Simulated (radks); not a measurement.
# Ionisation of Cd³⁺: one atom, several choices of exchange strength α

Aim: the ionisation energy of Cd³⁺ ([Kr] 4d9) to Cd⁴⁺ ([Kr] 4d8) for each choice of exchange strength α, and which comes nearest the tabulated value.

The numbers are computed with radks (a radial shooting solver on a logarithmic mesh, Libxc functionals) version 1 (scalar-relativistic Kohn-Sham, spin-unpolarised, spherical densities, finite nucleus), except any that are marked as measured or tabulated.

## (1) The atom as given

```
element       : cadmium (Z = 48)
charge        : +3
electrons     : 45
configuration : [Kr] 4d9
ion           : Cd⁴⁺, [Kr] 4d8
choices       : α = 0.66; α = 0.667; α = 0.669; α = 0.727; α = 0.957; α = 0.963
```

Outer shells as boxes (Hund's rule):

Cd³⁺
```
[Kr] core
4d [↑↓][↑↓][↑↓][↑↓][↑ ]
```

Cd⁴⁺
```
[Kr] core
4d [↑↓][↑↓][↑↓][↑ ][↑ ]
```

## (2) α = 0.66: Cd³⁺

Input:

```text
Z 48
configuration [Kr] 4d9
relativity scalar-relativistic
functional xalpha 0.66
spin unpolarised
nucleus finite rms 4.6087 fm
c 137.035999084
```

## (3) α = 0.66: Cd⁴⁺

Settings, as their differences from step 2:

```diff
@@ -1,3 +1,3 @@
 Z 48
-configuration [Kr] 4d9
+configuration [Kr] 4d8
 relativity scalar-relativistic
```

## (4) α = 0.667: Cd³⁺

Input:

```text
Z 48
configuration [Kr] 4d9
relativity scalar-relativistic
functional xalpha 0.667
spin unpolarised
nucleus finite rms 4.6087 fm
c 137.035999084
```

## (5) α = 0.667: Cd⁴⁺

Settings, as their differences from step 4:

```diff
@@ -1,3 +1,3 @@
 Z 48
-configuration [Kr] 4d9
+configuration [Kr] 4d8
 relativity scalar-relativistic
```

## (6) α = 0.669: Cd³⁺

Input:

```text
Z 48
configuration [Kr] 4d9
relativity scalar-relativistic
functional xalpha 0.669
spin unpolarised
nucleus finite rms 4.6087 fm
c 137.035999084
```

## (7) α = 0.669: Cd⁴⁺

Settings, as their differences from step 6:

```diff
@@ -1,3 +1,3 @@
 Z 48
-configuration [Kr] 4d9
+configuration [Kr] 4d8
 relativity scalar-relativistic
```

## (8) α = 0.727: Cd³⁺

Input:

```text
Z 48
configuration [Kr] 4d9
relativity scalar-relativistic
functional xalpha 0.727
spin unpolarised
nucleus finite rms 4.6087 fm
c 137.035999084
```

## (9) α = 0.727: Cd⁴⁺

Settings, as their differences from step 8:

```diff
@@ -1,3 +1,3 @@
 Z 48
-configuration [Kr] 4d9
+configuration [Kr] 4d8
 relativity scalar-relativistic
```

## (10) α = 0.957: Cd³⁺

Input:

```text
Z 48
configuration [Kr] 4d9
relativity scalar-relativistic
functional xalpha 0.957
spin unpolarised
nucleus finite rms 4.6087 fm
c 137.035999084
```

## (11) α = 0.957: Cd⁴⁺

Settings, as their differences from step 10:

```diff
@@ -1,3 +1,3 @@
 Z 48
-configuration [Kr] 4d9
+configuration [Kr] 4d8
 relativity scalar-relativistic
```

## (12) α = 0.963: Cd³⁺

Input:

```text
Z 48
configuration [Kr] 4d9
relativity scalar-relativistic
functional xalpha 0.963
spin unpolarised
nucleus finite rms 4.6087 fm
c 137.035999084
```

## (13) α = 0.963: Cd⁴⁺

Settings, as their differences from step 12:

```diff
@@ -1,3 +1,3 @@
 Z 48
-configuration [Kr] 4d9
+configuration [Kr] 4d8
 relativity scalar-relativistic
```

Before running it: what results should come out? Wanted: for each run, exchange strength α; E(Cd³⁺); Δ-SCF; −ε(HOMO); <r> HOMO; error.

**Answer**, as computed:

```tsv
exchange strength α	E(Cd³⁺) (hartree)	Δ-SCF (eV)	−ε(HOMO) (eV)	<r> HOMO (bohr)	error (eV)
α = 0.66	-5581.21971	52.379	44.204	1.205	+1.38
α = 0.667	-5582.73085	52.558	44.372	1.204	+1.56
α = 0.669	-5583.16267	52.609	44.421	1.203	+1.61
α = 0.727	-5595.69967	54.106	45.833	1.192	+3.11
α = 0.957	-5645.68232	60.290	51.692	1.149	+9.29
α = 0.963	-5646.99191	60.457	51.850	1.148	+9.46
```

What this shows: The NIST Atomic Spectra Database lists 51 +/- 1.7 eV (theoretical). The smallest miss is that of α = 0.66 (+1.38 eV), the largest that of α = 0.963 (+9.46 eV). The ionisation energies span 8.08 eV, the total energies of Cd³⁺ 1790 eV: most of the change in the total cancels in the difference. α = 2/3 is LDA exchange; there is no correlation term. The central value is not crossed in this range, but α = 0.66, 0.667, 0.669 lie within its uncertainty. Spin polarisation and multiplet splitting are left out, so open shells lie too high by an amount that depends on their filling.
